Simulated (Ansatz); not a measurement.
I need a rigid torsion scan of CH6ClPSi, SMILES C[SiH](P)Cl. Use Ansatz's Python interface. Use (for the species named): Hartree-Fock, def2-SVP basis, multiplicity 1.

```yaml
atoms:
  - { symbol: C, position_ang: [-0.8302, 0.8746, 0.2544] }
  - { symbol: Si, position_ang: [-0.1795, -0.4895, -0.7164] }
  - { symbol: P, position_ang: [1.7626, -1.0505, 0.1115] }
  - { symbol: Cl, position_ang: [-1.3574, -2.0871, -0.5940] }
  - { symbol: H, position_ang: [-1.0069, 0.6567, 1.2814] }
  - { symbol: H, position_ang: [-0.2301, 1.8157, 0.1921] }
  - { symbol: H, position_ang: [-1.8314, 1.2159, -0.1435] }
  - { symbol: H, position_ang: [0.0211, -0.1216, -2.1555] }
  - { symbol: H, position_ang: [1.4006, -1.1186, 1.5214] }
  - { symbol: H, position_ang: [2.3342, 0.2532, 0.2516] }
```

The script, `ch6clpsi_torsion.py`:
```python
# -*- coding: utf-8 -*-
import warnings

import ansatz
from ase import Atoms


def main():
    warnings.simplefilter("ignore", ansatz.DeckWarning)

    atoms = Atoms(["C", "Si", "P", "Cl", "H", "H", "H", "H", "H", "H"], positions=[
        (-0.8302, 0.8746, 0.2544),
        (-0.1795, -0.4895, -0.7164),
        (1.7626, -1.0505, 0.1115),
        (-1.3574, -2.0871, -0.594),
        (-1.0069, 0.6567, 1.2814),
        (-0.2301, 1.8157, 0.1921),
        (-1.8314, 1.2159, -0.1435),
        (0.0211, -0.1216, -2.1555),
        (1.4006, -1.1186, 1.5214),
        (2.3342, 0.2532, 0.2516),
    ])

    first = ansatz.Crystal.molecule_from_ase(atoms).calculation()
    first = first.basis(gaussian="def2-SVP")
    first = first.functional("hf")
    first = first.relax(force_tolerance=0.02, max_steps=80)
    atoms.positions = first.run(threads=1, pin="off").report["positions_ang"]

    start = atoms.get_dihedral(2, 1, 0, 4)
    energies = {}
    for turn in range(0, 121, 20):
        turned = atoms.copy()
        turned.set_dihedral(2, 1, 0, 4, start + turn, indices=[0, 4, 5, 6])
        model = (
            ansatz.Crystal.molecule_from_ase(turned).calculation()
            .basis(gaussian="def2-SVP")
            .functional("hf")
        )
        energies[round((start + turn) % 360)] = model.run(threads=1, pin="off").report["free_energy_ev"]
    floor = min(energies.values())
    print("dihedral P2-Si1-C0-H4 (deg)   E - E(min) (kJ/mol)")
    for angle, e in sorted(energies.items()):
        print(f"{angle:8d} {96.485332 * (e - floor):14.3f}  " + "#" * int(30 * (e - floor) / max(max(energies.values()) - floor, 1e-9)))


if __name__ == "__main__":
    main()
```

```console
$ python ch6clpsi_torsion.py
dihedral P2-Si1-C0-H4 (deg)   E - E(min) (kJ/mol)
       2          8.167  ##############################
      22          6.054  ######################
      42          1.979  #######
      62          0.036
     302          0.000
     322          2.069  #######
     342          6.153  ######################
```

The scan is rigid and the energies are electronic, in a modest basis. With rigid groups the curve can differ much from the relaxed path, the start wasn't checked as a minimum of this torsion, and equivalent turns needn't return to the same energy. The whole script took 19 s on 1 thread of Arm Neoverse V2, on a shared host, peak memory 0.26 GiB.
